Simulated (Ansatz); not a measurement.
# C4H12Hf: taking an electron away

Aim: the vertical ionisation energy of C4H12Hf, as cation minus neutral at the neutral's geometry, on several levels, and how well −ε(HOMO) stands in for it.

The runs use Ansatz 0.2.0, Gaussian basis; unrestricted cation, the program's frozen cores in correlated methods.

Plan: UKS PBE-D4/def2-TZVPP; UKS r2SCAN-D4/def2-TZVPP; UKS PBE0-D4/def2-TZVPP; UKS B3LYP-D4/def2-TZVPP; UKS wB97X-V/def2-TZVPP; UKS wB97M-V/def2-TZVPP; UKS B2PLYP/def2-TZVPP; UHF-CCSD(T)/def2-TZVPP; UHF-MP2/def2-QZVPP; extrapolation to the limit; then −ε(HOMO) from the neutral's earlier runs with LDA (SPW92), PBE-D4, revPBE-D4, BLYP-D4, r2SCAN-D4, B97M-V, PBE0-D4, B3LYP-D4, r2SCANh-D4, r2SCAN0-D4, HSE06-D4, BHLYP-D4, CAM-B3LYP-D4, LC-ωPBE, ωB97X-V, ωB97M-V.

**1. The geometry**

All runs share one geometry, relaxed beforehand with PBE0-D4/def2-TZVP. Hf takes the def2 core potential; no spin-orbit term is included.

SMILES `[CH3][Hf]([CH3])([CH3])[CH3]`, 17 atoms, charge 0, spin multiplicity 1.

Atoms are counted from 1 here; the program's logs count them from 0.

Bond lengths: C1–Hf2 2.217 Å, C1–H6 1.097 Å, C1–H7 1.097 Å, C1–H8 1.097 Å, Hf2–C3 2.217 Å, Hf2–C4 2.217 Å, Hf2–C5 2.217 Å, C3–H9 1.098 Å, C3–H10 1.098 Å, C3–H11 1.098 Å, C4–H12 1.097 Å, C4–H13 1.097 Å, C4–H14 1.097 Å, C5–H15 1.097 Å, C5–H16 1.098 Å, C5–H17 1.098 Å. Angles: Hf2–C1–H6 111.6°, Hf2–C1–H7 111.7°, Hf2–C1–H8 111.7°, H6–C1–H7 107.2°, H6–C1–H8 107.2°, H7–C1–H8 107.2°, C1–Hf2–C3 109.5°, C1–Hf2–C4 109.5°, C1–Hf2–C5 109.5°, C3–Hf2–C4 109.5°, C3–Hf2–C5 109.5°, C4–Hf2–C5 109.5°, Hf2–C3–H9 111.7°, Hf2–C3–H10 111.7°, Hf2–C3–H11 111.7°, H9–C3–H10 107.2°, H9–C3–H11 107.2°, H10–C3–H11 107.2° and more.

**2. Cation, UKS PBE-D4/def2-TZVPP**

The input, in.yaml:

```yaml
crystal:
  periodic: [false, false, false]
  atoms:
    - {symbol: C, position_ang: [-1.140225, 0.636449, 1.791661]}
    - {symbol: Hf, position_ang: [-0.000151, -0.000173, -0.000059]}
    - {symbol: C, position_ang: [1.959663, 1.035776, -0.035598]}
    - {symbol: C, position_ang: [0.324185, -2.192232, 0.070785]}
    - {symbol: C, position_ang: [-1.143789, 0.519864, -1.826876]}
    - {symbol: H, position_ang: [-0.601103, 1.402348, 2.363500]}
    - {symbol: H, position_ang: [-1.328436, -0.203857, 2.471871]}
    - {symbol: H, position_ang: [-2.115917, 1.060065, 1.521587]}
    - {symbol: H, position_ang: [2.112218, 1.644790, 0.864623]}
    - {symbol: H, position_ang: [2.047708, 1.706558, -0.899890]}
    - {symbol: H, position_ang: [2.793303, 0.324063, -0.091038]}
    - {symbol: H, position_ang: [-0.062992, -2.688508, -0.828271]}
    - {symbol: H, position_ang: [-0.176835, -2.647989, 0.934340]}
    - {symbol: H, position_ang: [1.390403, -2.441400, 0.145357]}
    - {symbol: H, position_ang: [-1.437335, -0.375712, -2.389257]}
    - {symbol: H, position_ang: [-2.063619, 1.068297, -1.586785]}
    - {symbol: H, position_ang: [-0.557097, 1.151661, -2.505950]}
basis:
  gaussian: {orbitals: def2-TZVPP}
total_charge: 1
magnetization: {spin_polarized: true, initial_magnetization: 1}
hamiltonian: {xc: pbe, dispersion: d4}
```

Launch:

```bash
ansatz run in.yaml --threads 2 --pin off --events-out ev --progress --plain --max-ram 22528MiB --backend cuda --devices 0, --max-vram 18GiB
```

Further steps of the session: Cation, UKS r2SCAN-D4/def2-TZVPP; Cation, UKS PBE0-D4/def2-TZVPP; Cation, UKS B3LYP-D4/def2-TZVPP; Cation, UKS wB97X-V/def2-TZVPP; Cation, UKS wB97M-V/def2-TZVPP; Cation, UKS B2PLYP (frozen core)/def2-TZVPP; Cation, UHF-CCSD(T)/def2-TZVPP; Cation, UHF-MP2/def2-QZVPP.

**Question.** What will the summary of the whole plan be? Wanted: ionisation energy, CCSD(T)/CBS; nearest functional by difference; nearest −ε(HOMO); −ε(HOMO) of PBE; T1 of the cation.

As calculated:

| quantity | value |
| --- | --- |
| ionisation energy, CCSD(T)/CBS | 9.59 eV |
| nearest functional by difference | ωB97X-V (-0.08 eV) |
| nearest −ε(HOMO) | ωB97M-V (+0.09 eV) |
| −ε(HOMO) of PBE | 6.05 eV |
| T1 of the cation | 0.032 |

What this shows: By cation minus neutral, the functionals miss by 0.93 eV at most. The PBE orbital energy is 3.5 eV too small: a semilocal HOMO is no ionisation energy. Among orbital estimates ωB97M-V comes nearest. Hartree-Fock falls 1.11 eV short, as the neutral has more correlation energy than the cation. The cation's T1 (from the report) is 0.032, near the customary mark of 0.045 for open shells, so the coupled-cluster value is less safe. The cation may have settled in a state other than its lowest; no search over hole states beyond the program's own was made. Correlated methods include outer-core shells of Hf, which these sets cover unevenly. In point group T the highest level is often degenerate; the cation then breaks the symmetry, and the runs may pick different components.
